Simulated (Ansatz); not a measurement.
# BCl2HO: the cost of one run

The runs use Ansatz 0.2.0, Gaussian basis; PBE0-D4/def2-TZVP structures, single points in def2-TZVPP, no counterpoise correction.

Levels: SPW92, PBE-D4, BLYP-D4, r2SCAN-D4, B97M-V, PBE0-D4, B3LYP-D4, r2SCAN0-D4, BHLYP-D4, CAM-B3LYP-D4, wB97X-V, wB97M-V, B2PLYP, PBE-QIDH, RPA on PBE, Hartree-Fock, MP2, CCSD, CCSD(T).

Correlated methods freeze the cores. B3LYP uses VWN-RPA correlation. B2PLYP carries no dispersion term here.

113 further runs of the same task are left out: 113 set aside as unsound or not needed.

## (1) Starting geometry

The complex: 9 atoms, charge 0, spin multiplicity 1.

Atoms are counted from 1 here; the program's logs count them from 0.

Bond lengths: B1–Cl3 1.736 Å, B1–Cl4 1.751 Å, B1–O6 1.354 Å, H2–H7 0.747 Å, H5–F8 0.933 Å, O6–H9 0.963 Å. Angles: Cl3–B1–Cl4 121.3°, Cl3–B1–O6 118.3°, Cl4–B1–O6 120.4°, B1–O6–H9 114.1°.

Geometry (Å):

```xyz
9

B     0.1431    1.4343   -0.1255
H    -1.1948   -1.6778   -1.5534
Cl    1.3439    1.2218   -1.3603
Cl   -0.9700    2.7860   -0.1629
H     0.8141   -1.0804    0.9121
O     0.0869    0.5275    0.8787
H    -0.6928   -1.9351   -1.0633
F     1.0774   -1.9743    0.9509
H    -0.6075    0.6980    1.5237
```

Its parts: BCl2HO holds atoms 1, 3, 4, 6, 9; H2 holds atoms 2, 7; HF holds atoms 5, 8. Each part counts its atoms afresh in its own runs.

## (2) Relaxing BCl2HO alone

relax-a/in.yaml reads:

```yaml
crystal:
  periodic: [false, false, false]
  atoms:
    - {symbol: B, position_ang: [0.143078, 1.434316, -0.125459]}
    - {symbol: Cl, position_ang: [1.343915, 1.221826, -1.360334]}
    - {symbol: Cl, position_ang: [-0.970016, 2.786036, -0.162916]}
    - {symbol: O, position_ang: [0.086868, 0.527476, 0.878652]}
    - {symbol: H, position_ang: [-0.607527, 0.697979, 1.523711]}
basis:
  gaussian: {orbitals: def2-TZVP}
hamiltonian: {xc: pbe0, dispersion: d4}
relax: {f_tol: 0.005, max_steps: 200}
```

Launch:

```bash
ansatz run in.yaml --threads 4 --pin off --events-out ev --progress --plain --max-ram 9574MiB
```

**Question.** How long does this run take on 4 threads of Intel Xeon Platinum 8259CL at 2.50GHz, shared host?

About 11 s.
